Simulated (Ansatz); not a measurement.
**CH₅FSSn: up Jacob's ladder to CCSD(T)**

One table from this session's results is given with a row withheld; the runs are named, their logs left out.

Method: functionals in def2-TZVPP, the program's frozen cores in correlated methods; program: Ansatz 0.2.0, Gaussian basis.

Plan: LDA (SPW92), PBE-D4, revPBE-D4, BLYP-D4, r2SCAN-D4, B97M-V, PBE0-D4, B3LYP-D4, r2SCANh-D4, r2SCAN0-D4, HSE06-D4, BHLYP-D4, CAM-B3LYP-D4, LC-ωPBE, ωB97X-V, ωB97M-V, B2PLYP, PBE-QIDH; CCSD(T)/def2-SVP; CCSD(T)/def2-TZVPP; MP2/def2-QZVPP; extrapolation to the limit; RPA on PBE.

### Structure used throughout

The geometry comes from an earlier relaxation with PBE0-D4 in a triple-zeta def2 set; it is a stationary point, not always the lowest conformer. Sn takes the def2 core potential; no spin-orbit term is included.

SMILES `[CH3][SnH]([F])[SH]`, 9 atoms, charge 0, spin multiplicity 1.

Atoms are counted from 1 here; the program's logs count them from 0.

Bond lengths: C1–Sn2 2.121 Å, C1–H5 1.090 Å, C1–H6 1.090 Å, C1–H7 1.090 Å, Sn2–F3 1.929 Å, Sn2–S4 2.387 Å, Sn2–H8 1.701 Å, S4–H9 1.344 Å. Angles: Sn2–C1–H5 110.0°, Sn2–C1–H6 108.7°, Sn2–C1–H7 109.3°, H5–C1–H6 109.6°, H5–C1–H7 109.8°, H6–C1–H7 109.3°, C1–Sn2–F3 103.6°, C1–Sn2–S4 112.6°, C1–Sn2–H8 119.6°, F3–Sn2–S4 107.0°, F3–Sn2–H8 104.8°, S4–Sn2–H8 108.1°, Sn2–S4–H9 93.3°.

The first run:

Input file in.yaml:

```yaml
crystal:
  periodic: [false, false, false]
  atoms:
    - {symbol: C, position_ang: [-0.089613, 0.676928, -1.164447]}
    - {symbol: Sn, position_ang: [0.418011, -0.751314, 0.319190]}
    - {symbol: F, position_ang: [2.071830, -0.078712, 1.050265]}
    - {symbol: S, position_ang: [-1.161399, -0.817602, 2.108375]}
    - {symbol: H, position_ang: [-1.046769, 0.420067, -1.617588]}
    - {symbol: H, position_ang: [-0.157764, 1.658334, -0.695945]}
    - {symbol: H, position_ang: [0.687431, 0.695145, -1.928355]}
    - {symbol: H, position_ang: [0.765152, -2.352879, -0.138380]}
    - {symbol: H, position_ang: [-1.398381, 0.503732, 2.049785]}
basis:
  gaussian: {orbitals: def2-TZVPP}
hamiltonian: {xc: lda}
output: {orbitals: {seedname: orbitals}}
```

Steps of the session up to this table: LDA; PBE-D4 (GGA); revPBE-D4 (GGA); BLYP-D4 (GGA); r2SCAN-D4 (meta-GGA); B97M-V (meta-GGA); PBE0-D4 (hybrid); B3LYP-D4 (hybrid); r2SCANh-D4 (hybrid); r2SCAN0-D4 (hybrid); HSE06-D4 (hybrid); BHLYP-D4 (hybrid); CAM-B3LYP-D4 (range-separated); LC-ωPBE-D4 (range-separated; the results give it without D4); ωB97X-V (range-separated); ωB97M-V (range-separated); B2PLYP (double hybrid); PBE-QIDH (double hybrid).

One of the session's tables, all rows but one given; the rest of the session is left out.

It belongs to the step «Frontier levels by functional». 

```
  functional  HOMO (eV)  gap (eV)
 LDA (SPW92)      -6.56      4.73
      PBE-D4      -6.42      4.85
   revPBE-D4      -6.37      4.89
     BLYP-D4      -6.26      4.72
   r2SCAN-D4      -6.72      5.44
      B97M-V      -6.80      5.51
     PBE0-D4      -7.68      7.05
    B3LYP-D4      -7.42      6.47
  r2SCANh-D4      -7.18      6.23
  r2SCAN0-D4      -7.87      7.42
    HSE06-D4          ?         ?
    BHLYP-D4      -8.78      9.07
CAM-B3LYP-D4      -9.01      9.35
     LC-ωPBE     -10.44     12.04
     ωB97X-V     -10.06     11.52
     ωB97M-V      -9.89     11.12
```

Q: Estimate the row for HSE06-D4 from the others.

The run gave: HOMO (eV): -7.27; gap (eV): 6.28. In the column «HOMO (eV)» it lies between B3LYP-D4 (-7.42) and r2SCANh-D4 (-7.18).
